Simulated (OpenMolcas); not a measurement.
**W⁴⁺ among point charges: CASSCF and CASPT2 levels and susceptibility**

How does a field of 6 point charges split the states of W⁴⁺, and what χT follows?

Method: state-averaged CASSCF and CASPT2, spin-orbit coupling by RASSI with atomic mean-field integrals. Code: OpenMolcas 26.06.

## (1) What is computed

```
Species                           : W⁴⁺ (tungsten, Z = 74, 70 electrons)
Basis                             : ANO-RCC-VDZP [7s6p4d2f1g], 68 functions
Scalar Hamiltonian                : DKH2, point nucleus
Inactive shells                   : 1s 2s 2p 3s 3p 3d 4s 4p 4d 4f 5s 5p
Active space                      : 2 electrons in 5 orbitals (5d)
Some configurations of this space : 5d2
Orbitals                          : optimised for each spin and parity, averaged over all roots
```

The outer shells:

5d2
```
5d [↑ ][↑ ][  ][  ][  ]
```

The ion sits among 6 point charges of -1.7 e arranged as an octahedron (Oh), 1.9 Å from the ion.

The work runs as a chain of OpenMolcas steps in one folder; each step below is one input file. Labels, J, g values, rates, χT and fits are worked out afterwards by a script from the matrices that RASSI stores. The input lists half of the charges; inversion (Group=XYZ) makes the rest.

## (2) Basis and integrals

a.inp

```
&GATEWAY
Coord
1

W 0.0 0.0 0.0
Basis=ANO-RCC-VDZP
Group=XYZ
NoMove
AngMom=0.0 0.0 0.0
AMFI
XField
3 Angstrom 0
1.900000 0.000000 0.000000 -1.700000
0.000000 1.900000 0.000000 -1.700000
0.000000 0.000000 1.900000 -1.700000
&SEWARD
```

Command:

```bash
$ OMP_NUM_THREADS=1 MOLCAS_MEM=1689 MOLCAS_PROJECT=a pymolcas a.inp > a.log
```

## (3) CASSCF: triplets of even parity, 10 roots

a.inp

```
&RASSCF
FileOrb=start.orb
Symmetry=1
Spin=3
nActEl=2 0 0
Inactive=15 19
Ras2=5 0
CIRoot=10 10 1
SDav=10
CIMx=300
Iter=120 100
PrWF=0.3
OrbListing=Nothing
MaxOrb=0
>>> COPY $Project.JobIph JOB001
```

start.orb holds the contracted functions of the basis, ordered by shell, or the orbitals of the step before.

## (4) Reference wave functions, singlets of even parity, 15 roots

a.inp

```
&RASSCF
FileOrb=start.orb
Symmetry=1
Spin=1
nActEl=2 0 0
Inactive=15 19
Ras2=5 0
CIRoot=15 15 1
SDav=15
CIMx=300
Iter=120 100
PrWF=0.3
OrbListing=Nothing
MaxOrb=0
>>> COPY $Project.JobIph JOB002
```

## (5) RASSI: spin-orbit coupling between the states

a.inp

```
&RASSI
NrOfJobIphs=2 10 15
1 2 3 4 5 6 7 8 9 10
1 2 3 4 5 6 7 8 9 10 11 12 13 14 15
IphNames
JOB001
JOB002
EJob
SpinOrbit
DIPRint=1.0
SOCoupling=1000.0
Subsets=2
Property=9
'ANGMOM' 1 'ANGMOM' 2 'ANGMOM' 3 'MLTPL  1' 1 'MLTPL  1' 2 'MLTPL  1' 3
'AMFI' 1 'AMFI' 2 'AMFI' 3
SOProperty=3
'ANGMOM' 1 'ANGMOM' 2 'ANGMOM' 3
```

## (6) CASPT2: IPEA 0.25, imaginary shift 0.1 (closed shells correlated: 4f 5s 5p)

a.inp

```
>>> COPY JOB001 $Project.JobIph
&CASPT2
Multistate=10 1 2 3 4 5 6 7 8 9 10
NoMult
Frozen=14 9
IPEA=0.25
Imaginary=0.1
MaxIter=60
WThr=0.0 0.3 0.05
PrWF=0.5
NoMix
>>> COPY JOB002 $Project.JobIph
&CASPT2
Multistate=15 1 2 3 4 5 6 7 8 9 10 11 12 13 14 15
NoMult
Frozen=14 9
IPEA=0.25
Imaginary=0.1
MaxIter=60
WThr=0.0 0.3 0.05
PrWF=0.5
NoMix
```

(Steps that only read results are left out.)

What does the calculation give? Wanted: spin-free ground state; first state of the same spin within the active space; lowest level; next level.

The runs gave:

| quantity | value |
| --- | --- |
| method | SS-CASPT2, IPEA 0.25, imaginary shift 0.1 (closed shells correlated: 4f 5s 5p) |
| spin-free ground state | 3T1, 3-fold in its orbital part |
| first state of the same spin within the active space | 3T2 at 16200 cm⁻¹ |
| lowest level | 2-fold E, g = 0.00, 0.00, 0.00 |
| next level | 663.9 cm⁻¹ |
| χT at 300 K | 0.05 cm³ K/mol |
| effective moment at 300 K | 0.63 μB |

Cost by method:

| method | time of its own steps | time with the reference |
| --- | --- | --- |
| A. CASSCF | 5.6 s | 5.6 s |
| B. SS-CASPT2, IPEA 0.25, imaginary shift 0.1, +4f 5s 5p | 4.3 s | 9.9 s |

Times are of one thread on a shared host.

**Reading.** The spin-free ground state (3T1) comes to 92 % from free-ion F terms and keeps the highest spin of the shell. χT at 300 K is 0.05, against 1.00 cm³ K/mol for the spin alone, so spin-orbit coupling lowers it. A ligand-field fit to the states below 45000 cm-1 gives 10Dq = 17969 cm-1, B = 682 cm-1 and C = 2694 cm-1 (C/B = 3.95), with a deviation of 274 cm-1. CASPT2 does not keep the components of a term degenerate, and the means are used. The field of point charges can differ much from that of real complexes. Point charges carry no covalency, so the field is a model and not that of real ligands.
